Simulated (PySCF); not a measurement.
**From one method to the next for Ge (triplet)**

Aim: see what other levels and later steps give for Ge (triplet).

The runs use PySCF 2.14.0; each script names its method and basis.

## 1. The atom

Ge (triplet): 1 atom, charge 0, spin multiplicity 3.

## 2. The run that the others are compared with

The input, input.py:

```python
from pyscf import gto, scf, mp

mol = gto.M(
    atom='Ge 0 0 0',
    basis='def2-svp',
    charge=0,
    spin=2,
    verbose=4,
)
mf = scf.UHF(mol)
mf.kernel()
mp.MP2(mf, frozen=9).kernel()
mf.dip_moment()
print('orbital energies (hartree):', [e[max(0, n-3):n+3].round(4) for e, n in zip(mf.mo_energy, mol.nelec)])
```

Run with:

```sh
$ OMP_NUM_THREADS=1 python input.py
```

## 3. TDHF

Run 1 changes step after the SCF: mp2 → tddft; number of roots: none → 4.

input.py: that of step 2 with these lines changed.

```diff
@@ -1,2 +1,2 @@
-from pyscf import gto, scf, mp
+from pyscf import gto, scf, tdscf
 
@@ -11,3 +11,6 @@
 mf.kernel()
-mp.MP2(mf, frozen=9).kernel()
+td = tdscf.TDHF(mf)
+td.nstates = 4
+td.kernel()
+td.analyze()
 mf.dip_moment()
```

## 4. CCSD(T)

Run 2 changes step after the SCF: mp2 → ccsd(t).

input.py: that of step 2 with these lines changed.

```diff
@@ -1,2 +1,2 @@
-from pyscf import gto, scf, mp
+from pyscf import gto, scf, cc
 
@@ -11,3 +11,5 @@
 mf.kernel()
-mp.MP2(mf, frozen=9).kernel()
+mycc = cc.CCSD(mf, frozen=9)
+mycc.kernel()
+mycc.ccsd_t()
 mf.dip_moment()
```

## 5. SCF alone

Run 3 changes step after the SCF: mp2 → none.

input.py: that of step 2 with these lines changed.

```diff
@@ -1,2 +1,2 @@
-from pyscf import gto, scf, mp
+from pyscf import gto, scf
 
@@ -11,3 +11,2 @@
 mf.kernel()
-mp.MP2(mf, frozen=9).kernel()
 mf.dip_moment()
```

## 6. CCSD

Run 4 changes step after the SCF: mp2 → ccsd.

input.py: that of step 2 with these lines changed.

```diff
@@ -1,2 +1,2 @@
-from pyscf import gto, scf, mp
+from pyscf import gto, scf, cc
 
@@ -11,3 +11,4 @@
 mf.kernel()
-mp.MP2(mf, frozen=9).kernel()
+mycc = cc.CCSD(mf, frozen=9)
+mycc.kernel()
 mf.dip_moment()
```

## 7. Pw6b95 (UKS)

Run 5 changes functional: none (Hartree–Fock) → pw6b95; SCF type: UHF → UKS; step after the SCF: mp2 → analyze.

The input, input.py:

```python
from pyscf import gto, dft

mol = gto.M(
    atom='Ge 0 0 0',
    basis='def2-svp',
    charge=0,
    spin=2,
    verbose=4,
)
mf = dft.UKS(mol, xc='pw6b95')
mf.kernel()
mf.analyze()
print('orbital energies (hartree):', [e[max(0, n-3):n+3].round(4) for e, n in zip(mf.mo_energy, mol.nelec)])
```

## 8. Population analysis

Run 6 changes step after the SCF: mp2 → analyze.

The input, input.py:

```python
from pyscf import gto, scf

mol = gto.M(
    atom='Ge 0 0 0',
    basis='def2-svp',
    charge=0,
    spin=2,
    verbose=4,
)
mf = scf.UHF(mol)
mf.kernel()
mf.analyze()
print('orbital energies (hartree):', [e[max(0, n-3):n+3].round(4) for e, n in zip(mf.mo_energy, mol.nelec)])
```

**Question.** What will these runs give? Wanted: for each run, E(SCF); from base; gap, α spin; after the SCF.

As calculated:

```
                run  E(SCF) (hartree)  from base (eV)  cycles  gap, α spin (eV)                               after the SCF
               base      -2075.058050               0       8              7.86      MP2 correlation -4.664 eV, core frozen
               TDHF      -2075.058050          0.0000       8              7.86                   lowest root found 0.00 eV
            CCSD(T)      -2075.058050          0.0000       8              7.86  CCSD(T) correlation -4.926 eV, core frozen
          SCF alone      -2075.058050          0.0000       8              7.86                                         n/a
               CCSD      -2075.058050          0.0000       8              7.86     CCSD correlation -4.804 eV, core frozen
       pw6b95 (UKS)      -2077.653465  not comparable       7              2.13                                         n/a
population analysis      -2075.058050          0.0000       8              7.86                                         n/a
```

**Reading.** On the same reference and core, CCSD(T) gains 4.93 eV in 2 s; MP2 reaches 95 % of that in 1.5 s, CCSD reaches 98 % of that in 1.7 s. Total energies of different functionals can't be compared with each other; differences within one functional can. The dearest run is “TDHF”, at 9.4 s against 1.5 s.
